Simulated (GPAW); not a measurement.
Ti3As:

```
As Ti
1.0
     5.02177    0.00000    0.00000
     0.00000    5.02177    0.00000
     0.00000    0.00000    5.02177
As Ti
2 6
Direct
  0.00000 0.00000 0.00000
  0.50000 0.50000 0.50000
  0.00000 0.50000 0.75000
  0.00000 0.50000 0.25000
  0.75000 0.00000 0.50000
  0.25000 0.00000 0.50000
  0.50000 0.75000 0.00000
  0.50000 0.25000 0.00000
```

The cell comes from a database or a generator and needn't be the stable form of this composition.

* Program: GPAW 26.7.0
* Task: relaxation of cell and atoms
* Functional: PBEsol
* Dispersion: D3(BJ)+ATM
* Potentials or basis: PAW data sets generated in the run's folder for this functional
* Cutoff: 600 eV
* Basis: pw
* k mesh: 4 × 4 × 4
* Occupations: fermi-dirac, width 0.05 eV
* Spin: no spin polarisation

At the start: pressure -10.1 GPa; volume 15.83 Å³/atom.

Where does the relaxation end?

Over 4 steps the energy falls by 34.0 meV/atom and the volume is 14.65 Å³/atom (-7.4 %); space group Pm-3n (No. 223, to 0.05 Å).

The path:
| step | energy change (eV) | largest force (eV/Å) | pressure (GPa) | volume (Å³) |
| --- | --- | --- | --- | --- |
| 1 | 0.0000 | 0.0000 | -10.09 | 126.64 |
| 2 | -0.0383 | 0.0000 | -9.49 | 125.97 |
| 3 | -0.2702 | 0.0000 | 0.42 | 116.86 |
| 4 | -0.2721 | 0.0000 | -0.03 | 117.21 |

Final structure:
```xyz
8
Lattice="4.8938 0.0000 0.0000 0.0000 4.8938 0.0000 0.0000 0.0000 4.8938" Properties=species:S:1:pos:R:3 pbc="T T T"
As    0.0000    0.0000    0.0000
As    2.4469    2.4469    2.4469
Ti    0.0000    2.4469    3.6704
Ti    0.0000    2.4469    1.2235
Ti    3.6704    0.0000    2.4469
Ti    1.2235    0.0000    2.4469
Ti    2.4469    3.6704    0.0000
Ti    2.4469    1.2235    0.0000
```

Caveat: later steps reuse the first step's grids; pairwise dispersion overbinds metals, which lowers pressure and volume.
